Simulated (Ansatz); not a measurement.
# AlCl2HO: the cost of one run

Program: the Python package of Ansatz 0.2.0. Level of theory: Hartree-Fock/6-31G*. These are calculated values, not measurements.

## (1) Starting point

Bond lengths: O1–Al2 1.792 Å, Al2–Cl3 2.183 Å, Al2–Cl4 2.165 Å, O1–H5 0.992 Å. Angles: O1–Al2–Cl3 118.8°, O1–Al2–Cl4 121.9°, Cl3–Al2–Cl4 119.3°, Al2–O1–H5 107.2°.

The script holds or builds the structure itself.

## (2) The script

bend_alcl2ho.py reads:

```python
# -*- coding: utf-8 -*-
"""Bending curve of AlCl2HO."""

import ansatz as az
from ase import Atoms

atoms = Atoms(["O", "Al", "Cl", "Cl", "H"], positions=[
    (-0.1954, 1.396, 0.352),
    (-0.1352, -0.3738, 0.0748),
    (1.1911, -1.5867, 1.314),
    (-1.2639, -1.3227, -1.5106),
    (0.4533, 1.8135, -0.2716),
])

# start the scan from a relaxed geometry
first = (
    az.Crystal.molecule_from_ase(atoms).calculation()
    .basis(gaussian="6-31G*")
    .functional("hf")
    .relax(force_tolerance=0.02, max_steps=80)
)
atoms.positions = first.run().report["positions_ang"]

rows = []
for angle in [90, 100, 110, 120, 135, 150, 165, 179]:
    bent = atoms.copy()
    bent.set_angle(1, 0, 4, angle, indices=[4])
    setup = (
        az.Crystal.molecule_from_ase(bent).calculation()
        .basis(gaussian="6-31G*")
        .functional("hf")
    )
    rows.append((angle, setup.run().report["free_energy_ev"]))
floor = min(e for _, e in rows)
for angle, e in rows:
    print(f"angle Al1-O0-H4 = {angle:3d} deg   {1000 * (e - floor):9.1f} meV")
```

## (3) The input behind the calls

The engine receives this input (first run):

```yaml
crystal:
  periodic: [false, false, false]
  atoms:
    - { symbol: O, position_ang: [-0.1954, 1.396, 0.352] }
    - { symbol: Al, position_ang: [-0.1352, -0.3738, 0.0748] }
    - { symbol: Cl, position_ang: [1.1911, -1.5867, 1.314] }
    - { symbol: Cl, position_ang: [-1.2639, -1.3227, -1.5106] }
    - { symbol: H, position_ang: [0.4533, 1.8135, -0.2716] }
basis:
  gaussian:
    orbitals: "6-31G*"
hamiltonian:
  xc: hf
relax:
  f_tol: 0.02
  max_steps: 80
```

## (4) Running it

Command:

```
python bend_alcl2ho.py
```

**Question.** How long does this script take on 1 thread of Arm Neoverse V1, shared host, and how much memory does it need?

About 21 s, with a peak of 0.2 GiB.
